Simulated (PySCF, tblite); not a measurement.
# C5H10AsB: geometry, infrared bands and NMR shifts

Aim: predict the infrared bands and NMR shifts of C5H10AsB (`B[AsH][C@H](C)CC#C`).

Computed with tblite 0.8.0 and PySCF 2.14.0, with density-fitted response routines of our own, on a single molecule in the gas phase. Atoms are numbered from 0 throughout.

## Step 1: The molecule as given

17 atoms, charge 0, multiplicity 1; geometry from: force field or distance geometry start.

Bonds of the start (Å): B0–As1 2.04, As1–C2 1.95, C2–C3 1.51, C2–C4 1.51, C4–C5 1.47, C5–C6 1.22, B0–H7 1.20, B0–H8 1.18, As1–H9 1.55, C2–H10 1.11, C3–H11 1.11, C3–H12 1.08, C3–H13 1.14, C4–H14 1.13, C4–H15 1.12, C6–H16 1.05.

## Step 2: Relaxing the molecule with GFN2-xTB

What the job is given:

```
{"job": {"kind": "relax", "xc": "GFN2-xTB", "basis": "xTB"}, "charge": 0, "multiplicity": 1}
B      3.094600     1.050100     0.098400
As     1.856700    -0.247200    -0.882200
C      0.144200    -0.283500     0.055300
C     -0.419900    -1.681900     0.167800
C     -0.865200     0.679200    -0.518400
C     -2.125800     0.586900     0.227300
C     -3.164400     0.493300     0.861100
H      3.640900     0.637500     1.084900
H      2.973800     2.224800     0.050700
H      1.728600     0.096900    -2.384200
H      0.312200     0.062300     1.091700
H     -1.347200    -1.725900     0.781400
H     -0.500500    -2.194800    -0.784800
H      0.349900    -2.255600     0.781100
H     -0.528100     1.753900    -0.491500
H     -1.108300     0.406500    -1.576000
H     -4.048500     0.409600     1.427200
```

Run with:

```sh
OMP_NUM_THREADS=1 python probes_run.py task.json out
```

This one command runs all jobs of the session in turn.

**Question.** This job is followed by: GFN2-xTB harmonic vibrations, gas phase; GIAO PBE0/pcSseg-1 NMR shielding, non-relativistic, gas phase. Predict these results of the whole session: strongest single infrared mode (GFN2-xTB); zero-point energy (GFN2-xTB); ¹³C shifts against TMS (PBE0/pcSseg-1); ¹H shifts against TMS (PBE0/pcSseg-1, means over atoms taken as alike); ¹¹B shifts against BF3·OEt2 (PBE0/pcSseg-1); ⁷⁵As shifts against AsH3 (PBE0/pcSseg-1); surface potential, 1st and 99th percentile.

As calculated:

| quantity | value |
| --- | --- |
| strongest single infrared mode (GFN2-xTB) | 1846 cm⁻¹, 726 km/mol |
| zero-point energy (GFN2-xTB) | 80.2 kcal/mol |
| ¹³C shifts against TMS (PBE0/pcSseg-1) | 89.0, 76.1, 43.3, 40.1, 23.2 ppm |
| ¹H shifts against TMS (PBE0/pcSseg-1, means over atoms taken as alike) | 10.08, 4.07, 2.83, 2.28, 2.20, 1.55, 1.53 ppm |
| ¹¹B shifts against BF3·OEt2 (PBE0/pcSseg-1) | 107.2 ppm |
| ⁷⁵As shifts against AsH3 (PBE0/pcSseg-1) | 569 ppm |
| surface potential, 1st and 99th percentile | -0.75 V and 1.35 V |

What this shows: The optimisation took 128 steps and gained 1.200 eV; among the close pairs (by a distance rule), B0–As1 changed most, from 2.044 to 1.975 Å. No mode is imaginary among the 45: a minimum at this level. The strongest single mode, at 1846 cm⁻¹, moves mainly H9. Unscaled tight-binding wavenumbers are off by several per cent, some by more. Its intensities can rank the bands wrongly. At PBE0/pcSseg-1: The largest span, 559 ppm, is at As1, where the paramagnetic term is -1458 ppm. At PBE0/pcSseg-1, counted by nearest atom on the grid, the HOMO lies on As1 56 %; B0 13 %, the LUMO on B0 47 %; H7, H8 about 12 % each. Spin-orbit coupling is left out, which matters for shieldings and couplings at and beside the heavy atoms.
